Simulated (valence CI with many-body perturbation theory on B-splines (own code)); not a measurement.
# Levels and ionisation energy of Pd³¹⁺

Aim: the low levels of Pd³¹⁺, its ionisation energy, and how pure its levels are, set against NIST.

Method: configuration interaction of the valence electrons, many-body perturbation theory for a frozen closed Dirac-Fock core, no-pair Dirac Hamiltonian, B-spline basis. Code: an in-house CI+MBPT code version 3.

### 1 The atom as given

```
element                                      : palladium (Z = 46, A = 106)
charge                                       : +31
frozen core                                  : [Ne]
start configuration of the valence electrons : 3s2 3p3
nuclear rms radius                           : 4.5318 fm
```

### 2 The calculation

Settings of the run:

```ini
atom Pd  Z=46  mass_number=106  rms_radius_fm=4.5318
core [Ne]
valence 3s2 3p3
avg = 1
basis = M
breit = 1
cap = 40000
capref = 1200
cscale = 1
de = 0.0
dress = 0
eps = 2e-08
h = 0.27
hh = 1
l2 = 3
lcore = 6
maxit = 60
n2 = 5
natural = 1
nlev = 45
nno = [5, 5, 5, 4, 2, 1]
nroot = 26
nsp = [4, 4, 3, 2, 1, 0]
pt2 = 1
qed = 1
rpa = 1
s1 = 1
s2 = 1
s3 = 1
screen = 1
tol = 2e-05
```

Command:

```bash
$ python run_cv.py task.json out
```

task.json holds these settings.

Log:

```text
rmax 3.6 intervals 58 orbitals 63 references ['3s2 3p3', '3s 3p4', '3s2 3p2 3d', '3p5', '3s 3p3 3d'] scf 5
2J=0 par=0 roots 2 ref 24 generators 8 cand 9760/16091 P 2522/3656 nnz 1.3e+06 it 5
2J=0 par=0 roots 2 ref 24 generators 13 cand 10826/18323 P 3809/5747 nnz 2.5e+06 it 5
   second order: generators 18 cand 14433/26970 e2 -0.00003 -0.00003
reference levels 772, estimated 130, window 1926462 1/cm; series limit 11587021, core excitation 23452340
2J=3 par=1 roots 7 ref 110 generators 22 cand 27724/270604 P 1858/7993 nnz 6e+06 it 8
2J=3 par=1 roots 7 ref 110 generators 30 cand 26473/265219 P 6856/39993 nnz 9.6e+07 it 9
   second order: generators 38 cand 36646/520163 e2 -0.00245 -0.00026
2J=5 par=1 roots 4 ref 114 generators 16 cand 26470/311064 P 1614/7999 nnz 6.4e+06 it 9
2J=5 par=1 roots 4 ref 114 generators 23 cand 27078/328669 P 6026/39989 nnz 1e+08 it 9
   second order: generators 34 cand 39557/656109 e2 -0.00275 -0.00060
2J=1 par=1 roots 3 ref 67 generators 16 cand 23144/126827 P 2338/7998 nnz 5.8e+06 it 12
2J=1 par=1 roots 3 ref 67 generators 26 cand 24298/145591 P 9546/39996 nnz 8.3e+07 it 10
   second order: generators 32 cand 32842/278384 e2 -0.00038 -0.00009
2J=5 par=0 roots 10 ref 74 generators 21 cand 28181/339312 P 1725/8000 nnz 6.3e+06 it 9
2J=5 par=0 roots 10 ref 74 generators 29 cand 30505/427420 P 6021/40000 nnz 1e+08 it 10
   second order: generators 50 cand 51777/995287 e2 -0.00216 -0.00115
2J=3 par=0 roots 11 ref 71 generators 22 cand 27706/265300 P 1819/7997 nnz 6e+06 it 9
2J=3 par=0 roots 11 ref 71 generators 28 cand 30784/341383 P 6682/40000 nnz 1e+08 it 9
   second order: generators 49 cand 49590/757839 e2 -0.00167 -0.00082
2J=1 par=0 roots 8 ref 44 generators 22 cand 25037/149989 P 2535/7997 nnz 5.3e+06 it 9
2J=1 par=0 roots 8 ref 44 generators 24 cand 23467/144536 P 9383/39996 nnz 8.7e+07 it 7
   second order: generators 39 cand 34532/283783 e2 -0.00032 -0.00015
2J=7 par=0 roots 5 ref 54 generators 15 cand 25745/321607 P 1606/7971 nnz 6.6e+06 it 7
2J=7 par=0 roots 5 ref 54 generators 23 cand 26557/338233 P 5261/39998 nnz 1.2e+08 it 8
   second order: generators 38 cand 42203/818004 e2 -0.00124 -0.00092
2J=9 par=0 roots 2 ref 34 generators 9 cand 20066/240018 P 1508/7998 nnz 8.1e+06 it 5
2J=9 par=0 roots 2 ref 34 generators 17 cand 25084/295552 P 5059/36241 nnz 1.3e+08 it 6
   second order: generators 24 cand 30057/507744 e2 -0.00037 -0.00035
2J=7 par=1 roots 2 ref 93 generators 11 cand 24116/293413 P 1593/7992 nnz 6.7e+06 it 11
2J=7 par=1 roots 2 ref 93 generators 22 cand 26472/332734 P 5468/40000 nnz 1.1e+08 it 12
   second order: generators 28 cand 32834/502335 e2 -0.00177 -0.00115
2J=9 par=1 roots 2 ref 57 generators 10 cand 22645/267014 P 1600/8000 nnz 7.3e+06 it 5
2J=9 par=1 roots 2 ref 57 generators 18 cand 24903/295392 P 5305/38359 nnz 1.1e+08 it 6
   second order: generators 24 cand 32171/530425 e2 -0.00222 -0.00068
left out: unestimated 2773289, estimated 2107948, shifts from estimates -29 to 149
```

Run time: 3.1 min. Hardware: 1 thread of Intel Xeon 6975P-C (Granite Rapids), shared host; peak memory 1.3 GiB.

In the log, the blocks before «reference levels» are the next ion; each later block is one J and parity (par 1 is odd): roots sought, reference size, generators, candidates and the variational space P (configurations/state functions), Hamiltonian entries, Davidson iterations; e2 is the second-order remainder in hartree. Σ1, Σ2 and Σ3 are the one-, two- and three-electron terms by which the core's correlation enters. In the settings nsp and nno count spectroscopic and correlating orbitals by l, and s1, s2, s3 switch or scale the Σ terms.

### 3 Energy levels

Levels from the run's result record, above the lowest; ° marks odd parity; each level is named by its leading configuration and LS term. The first 40 of 53 are listed.

| # | level | configuration weight | term weight | energy (eV) | g | lifetime (s) |
| --- | --- | --- | --- | --- | --- | --- |
| 0 | 3s2 3p3 ²P° 3/2 | 0.98 | 0.39 | 0.00 | 1.474 | - |
| 1 | 3s2 3p3 ²D° 3/2 | 0.98 | 0.49 | 31.10 | 1.385 | 2.93e-06 |
| 2 | 3s2 3p3 ²D° 5/2 | 0.98 | 1.00 | 37.55 | 1.196 | 1.51e-05 |
| 3 | 3s2 3p3 ²P° 1/2 | 0.98 | 1.00 | 45.62 | 0.660 | 2.82e-06 |
| 4 | 3s2 3p3 ²P° 3/2 | 0.97 | 0.58 | 77.15 | 1.265 | 1.05e-06 |
| 5 | 3s 3p4 ⁴P 5/2 | 0.85 | 0.80 | 111.66 | 1.517 | 1.27e-10 |
| 6 | 3s2 3p2 3d ⁴F 3/2 | 0.72 | 0.25 | 119.34 | 0.964 | 2.29e-10 |
| 7 | 3s 3p4 ⁴P 1/2 | 0.86 | 0.58 | 129.02 | 2.354 | 3.25e-11 |
| 8 | 3s 3p4 ⁴P 3/2 | 0.56 | 0.39 | 132.60 | 1.114 | 2.41e-11 |
| 9 | 3s2 3p2 3d ⁴F 5/2 | 0.93 | 0.35 | 137.75 | 1.174 | 3.30e-11 |
| 10 | 3s 3p4 ⁴P 3/2 | 0.66 | 0.44 | 147.83 | 1.285 | 4.76e-11 |
| 11 | 3s2 3p2 3d ⁴F 5/2 | 0.73 | 0.24 | 152.12 | 1.107 | 3.67e-10 |
| 12 | 3s2 3p2 3d ²P 3/2 | 0.86 | 0.42 | 152.25 | 1.016 | 2.40e-10 |
| 13 | 3s2 3p2 3d ⁴D 1/2 | 0.88 | 0.64 | 153.26 | 0.385 | 1.41e-10 |
| 14 | 3s2 3p2 3d ²F 5/2 | 0.61 | 0.36 | 155.91 | 1.084 | 1.30e-10 |
| 15 | 3s2 3p2 3d ⁴F 7/2 | 0.98 | 0.48 | 158.68 | 1.117 | 2.84e-09 |
| 16 | 3s2 3p2 3d ⁴D 7/2 | 0.98 | 0.49 | 161.81 | 1.302 | 2.70e-08 |
| 17 | 3s 3p4 ²P 1/2 | 0.52 | 0.39 | 167.86 | 1.102 | 1.13e-11 |
| 18 | 3s2 3p2 3d ⁴F 9/2 | 0.98 | 0.55 | 168.01 | 1.230 | - |
| 19 | 3s2 3p2 3d ⁴D 3/2 | 0.68 | 0.42 | 169.53 | 1.152 | 1.88e-11 |
| 20 | 3s2 3p2 3d ⁴P 5/2 | 0.88 | 0.36 | 171.08 | 1.256 | 8.15e-12 |
| 21 | 3s2 3p2 3d ⁴P 3/2 | 0.74 | 0.22 | 177.48 | 1.233 | 2.60e-12 |
| 22 | 3s2 3p2 3d ⁴D 5/2 | 0.84 | 0.33 | 179.04 | 1.304 | 4.49e-12 |
| 23 | 3s2 3p2 3d ²G 7/2 | 0.98 | 0.52 | 179.86 | 1.049 | 2.32e-11 |
| 24 | 3s2 3p2 3d ⁴P 1/2 | 0.86 | 0.50 | 180.75 | 2.032 | 3.31e-12 |
| 25 | 3s2 3p2 3d ²P 3/2 | 0.54 | 0.70 | 185.19 | 1.381 | 4.05e-12 |
| 26 | 3s2 3p2 3d ²D 3/2 | 0.90 | 0.73 | 188.11 | 0.897 | 1.07e-11 |
| 27 | 3s2 3p2 3d ²D 5/2 | 0.93 | 0.56 | 188.68 | 1.121 | 3.99e-12 |
| 28 | 3s2 3p2 3d ²P 1/2 | 0.64 | 0.61 | 191.98 | 1.230 | 8.65e-12 |
| 29 | 3s2 3p2 3d ²F 7/2 | 0.98 | 0.49 | 200.51 | 1.247 | 2.14e-10 |
| 30 | 3s2 3p2 3d ²P 1/2 | 0.75 | 0.59 | 201.26 | 1.180 | 7.91e-12 |
| 31 | 3s2 3p2 3d ²G 9/2 | 0.98 | 0.55 | 203.44 | 1.207 | 2.16e-06 |
| 32 | 3s2 3p2 3d ⁴P 1/2 | 0.73 | 0.31 | 208.35 | 1.354 | 3.03e-12 |
| 33 | 3s2 3p2 3d ²D 5/2 | 0.85 | 0.47 | 209.64 | 1.196 | 3.23e-12 |
| 34 | 3s2 3p2 3d ²D 3/2 | 0.80 | 0.52 | 209.75 | 1.128 | 2.88e-12 |
| 35 | 3s2 3p2 3d ²F 7/2 | 0.98 | 0.79 | 213.82 | 1.106 | 3.52e-12 |
| 36 | 3s2 3p2 3d ²D 5/2 | 0.98 | 0.85 | 219.69 | 1.204 | 2.53e-10 |
| 37 | 3s2 3p2 3d ²D 3/2 | 0.90 | 0.49 | 221.03 | 1.044 | 3.76e-12 |
| 38 | 3s2 3p2 3d ²D 3/2 | 0.96 | 0.65 | 230.11 | 1.010 | 4.69e-12 |
| 39 | 3s 3p3 3d ⁶D° 5/2 | 0.97 | 0.51 | 231.23 | 1.437 | 1.63e-10 |

### 4 The Hamiltonian term by term

The same run repeats the diagonalisation with simpler Hamiltonians; each column adds a term to the one before, and the last is the full result. Excitation energies in eV:

| level | valence CI alone | + Σ1 | + Σ2 | + Σ3 | + Breit | full, with QED |
| --- | --- | --- | --- | --- | --- | --- |
| 3s2 3p3 ²D° 3/2 | 31.45 | 31.50 | 31.55 | 31.57 | 31.03 | 31.10 |
| 3s2 3p3 ²D° 5/2 | 38.07 | 38.12 | 38.15 | 38.15 | 37.48 | 37.55 |
| 3s2 3p3 ²P° 1/2 | 46.08 | 46.13 | 46.13 | 46.10 | 45.56 | 45.62 |
| 3s2 3p3 ²P° 3/2 | 78.01 | 78.11 | 78.18 | 78.16 | 77.02 | 77.15 |
| 3s 3p4 ⁴P 5/2 | 112.38 | 112.25 | 112.29 | 112.39 | 112.26 | 111.66 |
| 3s2 3p2 3d ⁴F 3/2 | 120.09 | 119.94 | 119.82 | 119.81 | 119.58 | 119.34 |
| 3s 3p4 ⁴P 1/2 | 129.82 | 129.70 | 129.66 | 129.73 | 129.61 | 129.02 |
| 3s 3p4 ⁴P 3/2 | 133.54 | 133.42 | 133.27 | 133.28 | 133.00 | 132.60 |
| ionisation energy (eV) | 1854.77 | 1855.61 | 1855.62 | 1855.27 | 1854.33 | 1854.31 |

### 5 Lines

Listed are the E1 lines of largest gf, the fastest ones to the lowest level and a few forbidden lines. Rates are at computed energies, electric ones in the length gauge, E1 and E2 with static core polarisation; wavelengths are in vacuum.

| upper | lower | type | λ (nm) | A (1/s) | branching |
| --- | --- | --- | --- | --- | --- |
| 24: 3s2 3p2 3d ⁴P 1/2 | 0: 3s2 3p3 ²P° 3/2 | E1 | 6.859 | 2.79e+11 | 0.92 |
| 22: 3s2 3p2 3d ⁴D 5/2 | 0: 3s2 3p3 ²P° 3/2 | E1 | 6.925 | 1.79e+11 | 0.81 |
| 34: 3s2 3p2 3d ²D 3/2 | 1: 3s2 3p3 ²D° 3/2 | E1 | 6.940 | 2.19e+11 | 0.63 |
| 21: 3s2 3p2 3d ⁴P 3/2 | 0: 3s2 3p3 ²P° 3/2 | E1 | 6.986 | 3.64e+11 | 0.95 |
| 35: 3s2 3p2 3d ²F 7/2 | 2: 3s2 3p3 ²D° 5/2 | E1 | 7.034 | 2.84e+11 | 1.00 |
| 37: 3s2 3p2 3d ²D 3/2 | 3: 3s2 3p3 ²P° 1/2 | E1 | 7.068 | 2.27e+11 | 0.85 |
| 33: 3s2 3p2 3d ²D 5/2 | 2: 3s2 3p3 ²D° 5/2 | E1 | 7.205 | 1.99e+11 | 0.64 |
| 20: 3s2 3p2 3d ⁴P 5/2 | 0: 3s2 3p3 ²P° 3/2 | E1 | 7.247 | 9.15e+10 | 0.75 |
| 27: 3s2 3p2 3d ²D 5/2 | 1: 3s2 3p3 ²D° 3/2 | E1 | 7.868 | 1.45e+11 | 0.58 |
| 43: 3s2 3p2 3d ²D 5/2 | 4: 3s2 3p3 ²P° 3/2 | E1 | 7.966 | 2.45e+11 | 0.96 |
| 42: 3s 3p4 ²P 1/2 | 4: 3s2 3p3 ²P° 3/2 | E1 | 8.007 | 3.36e+11 | 0.98 |
| 38: 3s2 3p2 3d ²D 3/2 | 4: 3s2 3p3 ²P° 3/2 | E1 | 8.106 | 1.60e+11 | 0.75 |
| 25: 3s2 3p2 3d ²P 3/2 | 2: 3s2 3p3 ²D° 5/2 | E1 | 8.398 | 1.64e+11 | 0.66 |
| 31: 3s2 3p2 3d ²G 9/2 | 23: 3s2 3p2 3d ²G 7/2 | M1 | 52.59 | 7.15e+04 | 0.15 |
| 18: 3s2 3p2 3d ⁴F 9/2 | 15: 3s2 3p2 3d ⁴F 7/2 | M1 | 132.8 | 6.46e+03 | 0.79 |
| 2: 3s2 3p3 ²D° 5/2 | 1: 3s2 3p3 ²D° 3/2 | M1 | 192.2 | 7.58e+02 | 0.01 |
| 18: 3s2 3p2 3d ⁴F 9/2 | 16: 3s2 3p2 3d ⁴D 7/2 | M1 | 199.9 | 3.83e+02 | 0.05 |

### 6 Summary of results

```
                                  quantity                   computed                     tabulated
                              lowest level            3s2 3p3 ²P° 3/2                    3p3 ⁴S°3/2
                          first excitation  3s2 3p3 ²D° 3/2, 31.10 eV                             -
    ionisation energy, to 3s2 3p2 ³P J = 0                  1854.3 eV  1869 ± 7 eV (semi-empirical)
 dipole polarisability of the lowest level              0.02636 bohr³                             -
     hyperfine A/(μ/I) of the lowest level                  33988 MHz                             -
no level missing from the run's list below                  261.35 eV                             -
```

**Reading.** The ionisation energy is 14.7 eV (0.79 %) below the NIST entry, whose uncertainty is 7 eV. Of the added terms Breit moves the ionisation energy most, by -0.938 eV. The lowest level is 98 % 3s2 3p3, but only 39 % ²P° beside 39 % ⁴S°, so its LS name says little. Cautions: intervals between levels of different J carry noise of about a tenth of the second-order remainder, tens of cm⁻¹ or more; by estimate large intervals hold to a few tenths of a per cent, small ones and the rates on them less well.
